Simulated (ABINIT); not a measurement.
Crystal: BeRhS3.

```
Be Rh S
1.0
     4.34672    0.00000    0.00000
     0.00000    4.34672    0.00000
     0.00000    0.00000    4.34672
Be Rh S
1 1 3
Direct
  0.00000 0.00000 0.00000
  0.50000 0.50000 0.50000
  0.00000 0.50000 0.50000
  0.50000 0.50000 0.00000
  0.50000 0.00000 0.50000
```

The cell was built by a generator and needn't be a form met in nature.

| Property | Result |
| --- | --- |
| Program | ABINIT 10.8.3 (patched build) |
| Task | relaxation of cell and atoms |
| Functional | PBE |
| Potentials or basis | JTH PAW PBE v2.0 |
| Cutoff | 544 eV |
| k mesh | 6 × 6 × 6 |
| Occupations | fermi-dirac, width 0.05 eV |
| Spin | no spin polarisation |

At the start: pressure 23.0 GPa; volume 16.43 Å³/atom.

**Question.** Where does the relaxation end?

**Answer.** Over 5 steps the energy falls by 202.0 meV/atom and the volume is 19.75 Å³/atom (+20.3 %); space group Pm-3m (No. 221, to 0.05 Å).

Step by step:
| step | energy change (eV) | largest force (eV/Å) | pressure (GPa) | volume (Å³) |
| --- | --- | --- | --- | --- |
| 1 | 0.0000 | 0.0000 | 23.00 | 82.13 |
| 2 | -0.6392 | 0.0000 | 12.24 | 88.04 |
| 3 | -0.9934 | 0.0000 | 2.19 | 96.32 |
| 4 | -1.0095 | 0.0000 | 0.30 | 98.42 |
| 5 | -1.0099 | 0.0000 | 0.01 | 98.76 |

Final structure:
```
CELL_PARAMETERS angstrom
4.62233 0.00000 0.00000
0.00000 4.62233 0.00000
0.00000 0.00000 4.62233
ATOMIC_POSITIONS crystal
Be 0.00000 0.00000 0.00000
Rh 0.50000 0.50000 0.50000
S 0.00000 0.50000 0.50000
S 0.50000 0.50000 0.00000
S 0.50000 0.00000 0.50000
```

Caveat: the volume moved by over 15 % at a fixed basis, so the end points are rough; the atomic spheres overlap.
